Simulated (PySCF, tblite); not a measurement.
**C5H11BClN: geometry, infrared bands and NMR shifts**

Wanted: the infrared bands and NMR shifts of C5H11BClN (`C#[N+][B@@H-](CCl)C(C)C`), by calculation.

Computed with tblite 0.8.0 and PySCF 2.14.0, with density-fitted response routines of our own, on a single molecule in the gas phase. Atoms count from 0, in the outputs and in this text.

### Step 1. The molecule as given

19 atoms, charge 0, multiplicity 1; geometry from: force field or distance geometry start.

Bonds of the start (Å): C0–N1 1.17, N1–B2 1.48, B2–C3 1.61, C3–Cl4 1.78, B2–C5 1.65, C5–C6 1.53, C5–C7 1.53, C0–H8 1.06, B2–H9 1.19, C3–H10 1.10, C3–H11 1.12, C5–H12 1.10, C6–H13 1.11, C6–H14 1.11, C6–H15 1.10, C7–H16 1.11, C7–H17 1.12, C7–H18 1.11.

### Step 2. Optimising the geometry with GFN2-xTB

The job: settings as JSON, then the geometry in Å.

```
{"job": {"kind": "relax", "xc": "GFN2-xTB", "basis": "xTB"}, "charge": 0, "multiplicity": 1}
C      0.995200    -0.462200     2.473700
N      0.912600    -0.055000     1.381000
B      0.839000     0.453700    -0.001700
C      1.899700    -0.299200    -0.944700
Cl     3.551600     0.233300    -0.541900
C     -0.692600     0.298100    -0.584000
C     -1.189600    -1.148400    -0.527300
C     -1.648300     1.232500     0.168400
H      1.054500    -0.828300     3.466700
H      1.103400     1.616900     0.008800
H      1.694900    -0.091400    -2.007400
H      1.835200    -1.406000    -0.771200
H     -0.682200     0.615200    -1.637800
H     -2.208400    -1.216800    -0.956200
H     -1.229100    -1.511800     0.525900
H     -0.536300    -1.817000    -1.108400
H     -1.717900     0.956300     1.242400
H     -2.671400     1.152000    -0.280700
H     -1.320300     2.287400     0.087200
```

Started as:

```console
$ OMP_NUM_THREADS=1 python probes_run.py task.json out
```

This one command runs all jobs of the session in turn.

**Question.** This job is followed by: GFN2-xTB harmonic vibrations, gas phase; GIAO PBE0/pcSseg-1 NMR shielding, non-relativistic, gas phase. What will the session give for the following? strongest single infrared mode (GFN2-xTB); zero-point energy (GFN2-xTB); 13C shifts against TMS (PBE0/pcSseg-1); 1H shifts against TMS (PBE0/pcSseg-1, means over atoms taken as alike); 15N shifts against NH3 (PBE0/pcSseg-1); 11B shifts against BF3·OEt2 (PBE0/pcSseg-1); 35Cl shifts against HCl (PBE0/pcSseg-1).

**Answer**, as computed:

| quantity | value |
| --- | --- |
| strongest single infrared mode (GFN2-xTB) | 2238 cm⁻¹, 199 km/mol |
| zero-point energy (GFN2-xTB) | 95.8 kcal/mol |
| 13C shifts against TMS (PBE0/pcSseg-1) | 111.2, 47.1, 24.8, 23.3, 19.0 ppm |
| 1H shifts against TMS (PBE0/pcSseg-1, means over atoms taken as alike) | 4.18, 3.19, 2.86, 2.18, 0.98, 0.92, 0.75 ppm |
| 15N shifts against NH3 (PBE0/pcSseg-1) | 241.0 ppm |
| 11B shifts against BF3·OEt2 (PBE0/pcSseg-1) | -27.1 ppm |
| 35Cl shifts against HCl (PBE0/pcSseg-1) | 22 ppm |

What this shows: Relaxing lowered the energy by 0.229 eV in 64 steps; the close pair that moved most is B2–C3, from 1.607 to 1.642 Å. No mode is imaginary among the 51: a minimum at this level. The strongest single mode, at 2238 cm⁻¹, moves mainly N1 and C0. GFN2-xTB is a fitted tight-binding method: band positions and strengths are rough. Its intensities can rank the bands wrongly. At PBE0/pcSseg-1: Shielding is most anisotropic at N1 (span 484 ppm, paramagnetic term -299 ppm).
